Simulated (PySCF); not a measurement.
# C6H3F3OS (2-(trifluoroacetyl)thiophene): the cost of one run

Computed with PySCF 2.14.0, with density-fitted response routines of our own, on a single molecule, in the gas phase or a continuum. Atoms are numbered from 0 throughout.

**1. The starting structure**

14 atoms, charge 0, multiplicity 1; geometry from: GFN2-xTB. The atoms were then displaced at random by about 0.01 Å, so the start is not that level's minimum.

Bonds of the start (Å): O0–C1 1.18, C1–C2 1.42, C2–C3 1.40, C3–C4 1.36, C4–C5 1.38, C5–S6 1.69, C1–C7 1.54, C7–F8 1.35, C7–F9 1.36, C7–F10 1.34, S6–C2 1.76, C3–H11 1.09, C4–H12 1.05, C5–H13 1.06.

**2. Geometry optimisation at PBE0-D3(BJ)/def2-SVP**

What the job is given:

```
{"job": {"xc": "PBE0", "basis": "def2-SVP", "d3": "d3bj", "grid": 1, "shake": 0.01, "kind": "geom"}, "charge": 0, "multiplicity": 1}
O     -1.758860     1.964940     0.274820
C     -1.322150     0.871970     0.308440
C      0.055390     0.531790     0.264890
C      0.730570    -0.697190     0.313010
C      2.086720    -0.604720     0.246110
C      2.513190     0.704560     0.165860
S      1.248310     1.821870     0.157080
C     -2.257360    -0.344620     0.404280
F     -3.550350     0.020770     0.473760
F     -2.031520    -1.088560     1.517990
F     -2.137920    -1.178650    -0.633530
H      0.178280    -1.633410     0.395370
H      2.724650    -1.433270     0.267920
H      3.513880     1.049450     0.116270
```

The run is started by

```sh
$ OMP_NUM_THREADS=1 python probes_run.py task.json out
```

This one command runs all jobs of the session in turn.

Q: Estimate the wall time and peak memory of this first job on 1 thread of AMD EPYC 7B13, shared host.

About 2.6 min, with a peak of 0.73 GiB.
